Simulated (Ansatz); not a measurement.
# SnSiH5O (SMILES [SiH3][O][SnH2]): U-revPBE/def2-SVPD (core potential)

Aim: the electronic atomisation energy of SnSiH5O at U-revPBE/def2-SVPD (core potential), from 5 runs. 

Program for the calculation: Ansatz 0.2.0.

34 further runs of the same task are left out: 34 set aside as unsound or not needed.

### Step 1. Starting point

SnSiH5O: 8 atoms, total charge 0, spin state doublet. As SMILES, `[SiH3][O][SnH2]`. Geometry: relaxed at PBE0-D4/def2-TZVP. This is one conformer, not always the lowest.

Bond lengths: Si1–O2 1.631 Å, O2–Sn3 1.970 Å, Si1–H4 1.493 Å, Si1–H5 1.487 Å, Si1–H6 1.489 Å, Sn3–H7 1.723 Å, Sn3–H8 1.730 Å. Angles: Si1–O2–Sn3 136.4°, O2–Si1–H4 111.2°, O2–Si1–H5 109.2°, O2–Si1–H6 111.0°, O2–Sn3–H7 102.4°, O2–Sn3–H8 105.0°, H4–Si1–H5 108.7°, H4–Si1–H6 107.9°, H5–Si1–H6 108.8°, H7–Sn3–H8 112.5°.

### Step 2. A single-point energy at U-revPBE/def2-SVPD (core potential)

File run.yaml:

```yaml
crystal:
  periodic: [false, false, false]
  atoms:
    - {symbol: Si, position_ang: [-0.737900, 1.075100, -0.480800]}
    - {symbol: O, position_ang: [0.586900, 0.306200, 0.078800]}
    - {symbol: Sn, position_ang: [0.956500, -1.332100, 1.108000]}
    - {symbol: H, position_ang: [-1.877900, 0.127700, -0.658800]}
    - {symbol: H, position_ang: [-0.424600, 1.696400, -1.794600]}
    - {symbol: H, position_ang: [-1.173500, 2.142300, 0.461900]}
    - {symbol: H, position_ang: [2.665400, -1.489100, 0.950500]}
    - {symbol: H, position_ang: [0.097400, -2.583700, 0.279200]}
basis:
  gaussian:
    orbitals: def2-SVPD
magnetization:
  spin_polarized: true
  initial_magnetization: 1
hamiltonian:
  xc: {name: revPBE}
accuracy: high
output:
  orbitals: {seedname: orbitals}
```

Launch:

```bash
$ ansatz run run.yaml --threads 1 --pin off --max-ram 3480MiB --events-out events.jsonl --progress --plain --runs-dir runs
```

Output:

```text
Warning: RAYON_NUM_THREADS=1 ignored (pool sized by the plan → 1); use --threads N
Functional definition: revPBE
  name "revPBE"
  parameter kappa = 1.245
  parameter beta = 0.06672455060314922
  exchange = pbe_x(kappa = kappa, mu = beta*pi^2/3)
  correlation = pbe_c(beta = beta)
2534 factors; integrals over basis functions are off by at most 3.5e-9 eV
mean field evaluation 1: about -15824.0734 eV, gradient 4.6e1 eV
mean field evaluation 2: about -15703.8350 eV, gradient 1.4e2 eV
mean field evaluation 4: about -15831.7762 eV, gradient 7.3e0 eV
mean field evaluation 8: about -15832.1808 eV, gradient 5.1e-1 eV
mean field evaluation 16: about -15832.1820 eV, gradient 5.1e-5 eV
mean field -15832.18197909 eV, -581.8219562933 hartree, gradient 8.4e-8 eV, S^2 0.751540; 0 other end points of the search recorded, 0 dependent functions left out
reference -15832.18198498 eV, -581.8219565097 hartree; 25, 24 occupied and 94, 95 virtual orbitals, 2534 factors
Total energy: -15832.18198498 eV, -581.8219565097 hartree
```

Run time: 20 s. Hardware: 1 thread of Arm Neoverse V1, shared host; peak memory 0.45 GiB.

### Step 3. The H atom

File in.yaml:

```yaml
crystal:
  periodic: [false, false, false]
  atoms:
    - {symbol: H, position_ang: [0.000000, 0.000000, 0.000000]}
basis:
  gaussian:
    orbitals: def2-SVPD
magnetization:
  spin_polarized: true
  initial_magnetization: 1
hamiltonian:
  xc: {name: revPBE}
accuracy: high
```

Run the same way, it converges to -0.50319 Eh (log not shown).

### Step 4. The O atom, same level

File job.yaml:

```yaml
crystal:
  periodic: [false, false, false]
  atoms:
    - {symbol: O, position_ang: [0.000000, 0.000000, 0.000000]}
basis:
  gaussian:
    orbitals: def2-SVPD
magnetization:
  spin_polarized: true
  initial_magnetization: 2
hamiltonian:
  xc: {name: revPBE}
accuracy: high
```

Launch:

```bash
$ ansatz run job.yaml --threads 1 --pin off --max-ram 3480MiB --events-out events.jsonl --progress --plain --runs-dir runs
```

Output, shortened:

```text
Warning: RAYON_NUM_THREADS=1 ignored (pool sized by the plan → 1); use --threads N
[... 6 set-up lines as earlier in the session ...]
191 factors; integrals over basis functions are off by at most 1.9e-9 eV
mean field evaluation 1: about -2040.2123 eV, gradient 8.0e0 eV
mean field evaluation 2: about -2040.1855 eV, gradient 8.2e0 eV
mean field evaluation 4: about -2040.4704 eV, gradient 1.0e-2 eV
mean field evaluation 8: about -2040.4704 eV, gradient 8.1e-5 eV
mean field evaluation 16: about -2040.4691 eV, gradient 1.8e-1 eV
mean field evaluation 32: about -2040.4704 eV, gradient 9.6e-4 eV
mean field -2040.47041803 eV, -74.9859047819 hartree, gradient 9.3e-9 eV, S^2 2.003239; 2 other end points of the search recorded, 0 dependent functions left out
reference -2040.47042121 eV, -74.9859048988 hartree; 5, 3 occupied and 18, 20 virtual orbitals, 191 factors
Total energy: -2040.47042121 eV, -74.9859048988 hartree
```

Wall time 0.64 s (1 thread of Arm Neoverse V1, shared host).

### Step 5. The Si atom

File run.yaml:

```yaml
crystal:
  periodic: [false, false, false]
  atoms:
    - symbol: Si
      position_ang: [0.000000, 0.000000, 0.000000]
basis:
  gaussian: {orbitals: def2-SVPD}
hamiltonian: {xc: {name: revPBE}}
accuracy: high
magnetization: {spin_polarized: true, initial_magnetization: 2}
```

Launch:

```bash
$ ansatz run run.yaml --threads 1 --pin off --max-ram 3480MiB --events-out events.jsonl --progress --plain --runs-dir runs
```

Output, shortened:

```text
Warning: RAYON_NUM_THREADS=1 ignored (pool sized by the plan → 1); use --threads N
[... 6 set-up lines as earlier in the session ...]
196 factors; integrals over basis functions are off by at most 2.6e-9 eV
mean field evaluation 1: about -7869.9506 eV, gradient 2.2e0 eV
mean field evaluation 2: about -7870.0141 eV, gradient 8.0e-1 eV
mean field evaluation 4: about -7870.0190 eV, gradient 2.0e-1 eV
mean field evaluation 8: about -7870.0193 eV, gradient 8.6e-5 eV
mean field evaluation 16: about -7869.8949 eV, gradient 2.9e0 eV
mean field evaluation 32: about -7870.0193 eV, gradient 1.0e-8 eV
mean field -7870.01931053 eV, -289.2178751714 hartree, gradient 1.0e-8 eV, S^2 2.004419; 1 other end points of the search recorded, 0 dependent functions left out
reference -7870.01931317 eV, -289.2178752683 hartree; 8, 6 occupied and 16, 18 virtual orbitals, 196 factors
Total energy: -7870.01931317 eV, -289.2178752683 hartree
```

It took 1.2 s on 1 thread of Arm Neoverse V1, shared host.

### Step 6. The Sn atom, same level

File in.yaml:

```yaml
crystal:
  periodic: [false, false, false]
  atoms:
    - {symbol: Sn, position_ang: [0.000000, 0.000000, 0.000000]}
basis:
  gaussian: {orbitals: def2-SVPD}
hamiltonian: {xc: {name: revPBE}}
magnetization: {spin_polarized: true, initial_magnetization: 2}
accuracy: high
```

Run the same way, it converges to -214.29836 Eh (log not shown).

### Step 7. What came out

At U-revPBE/def2-SVPD (core potential):

| quantity | value |
| --- | --- |
| molecule: total energy | -581.82196 Eh |
| molecule: HOMO energy (highest over α and β) | -5.31 eV |
| molecule: LUMO energy (lowest over α and β) | -4.17 eV |
| molecule: ⟨S²⟩ | 0.752 |
| H atom: total energy | -0.50319 Eh |
| H atom: ⟨S²⟩ | 0.750 |
| O atom: total energy | -74.98590 Eh |
| O atom: ⟨S²⟩ | 2.003 |
| Si atom: total energy | -289.21788 Eh |
| Si atom: ⟨S²⟩ | 2.004 |
| Sn atom: total energy | -214.29836 Eh |
| Sn atom: ⟨S²⟩ | 2.002 |
| electronic atomisation energy | 21.874 eV |

Taking the molecule apart into free atoms costs 21.87 eV (2111 kJ/mol), before zero-point energy and without spin-orbit coupling.
